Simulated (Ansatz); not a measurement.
# GaAsH₃ (doublet): the correlation ladder, cc-pVDZ

The task here is to estimate one member of a computed series from the others.

Computed with Ansatz 0.2.0, Gaussian basis. Level: cc-pVDZ, core rule «outside noble gas», up to 28 orbitals frozen.

To be run: UHF; CCSD(T) on ROHF; CCSD(T) on UHF; BCCD(T) on ROHF; CISD; CCSDT(Q) on ROHF; CCSDT(Q) on UHF.

28 further runs of the same task are left out: 14 that didn't finish, 14 set aside as unsound or not needed.

### The geometry

The geometry is a PBE0/def2-TZVP stationary point (not a proven minimum). No spin-orbit coupling is included. The filled d shell of Ga, As may be among the frozen orbitals whatever the setting's name suggests; the logs give the count.

5 atoms, charge 0, spin multiplicity 2.

Atoms are counted from 1 here; the program's logs count them from 0.

Bond lengths: Ga1–As2 2.461 Å, Ga1–H3 1.605 Å, As2–H4 1.526 Å, As2–H5 1.520 Å. Angles: As2–Ga1–H3 116.9°, Ga1–As2–H4 89.0°, Ga1–As2–H5 93.8°, H4–As2–H5 92.9°.

Set-up of the first run:

File in.yaml:

```yaml
crystal:
  periodic: [false, false, false]
  atoms:
    - {symbol: Ga, position_ang: [-0.019922, 0.053079, 1.276503]}
    - {symbol: As, position_ang: [0.043743, -0.037708, -1.181813]}
    - {symbol: H, position_ang: [0.059295, -1.346619, 2.057531]}
    - {symbol: H, position_ang: [-1.267104, -0.818597, -1.161064]}
    - {symbol: H, position_ang: [-0.665593, 1.296400, -1.351122]}
basis:
  gaussian: {orbitals: cc-pVDZ}
magnetization: {spin_polarized: true, initial_magnetization: 1}
hamiltonian: {xc: hf}
output: {orbitals: {seedname: orbitals}}
```

On the command line:

```sh
$ ansatz run in.yaml --threads 1 --pin off --events-out ev --progress --plain --max-ram 2393MiB
```

Among the steps run: UHF; CCSD(T) on ROHF; CCSD(T) on UHF; BCCD(T) on ROHF; CISD; CCSDT(Q) on ROHF; CCSDT(Q) on UHF.

One of the session's tables, all rows but one given; the rest of the session is left out.

```
   method  from UCCSDT(Q) (kcal/mol)
     ROHF                    +129.20
      UHF                          ?
     RMP2                     +26.81
     UMP2                     +26.61
    RCCSD                      +4.52
    UCCSD                      +4.36
 RCCSD(T)                      +0.97
 UCCSD(T)                      +0.86
  BCCD(T)                      +0.95
   RCCSDT                      +0.31
   UCCSDT                      +0.20
RCCSDT(Q)                      +0.12
UCCSDT(Q)                          0
```

Q: Estimate the row for UHF from the others.

The run gave: from UCCSDT(Q) (kcal/mol): +127.92. In the column «from UCCSDT(Q) (kcal/mol)» it lies between RMP2 (+26.81) and ROHF (+129.20).

Not comparable, so not listed: CISD (they don't share determinant, frozen orbitals or solution with the rows shown, or repeat one).

Limits of these values: Restricted and unrestricted rows rest on different reference determinants; where their highest levels disagree by more than a few hundredths of an eV, they describe different states and don't form one ladder.
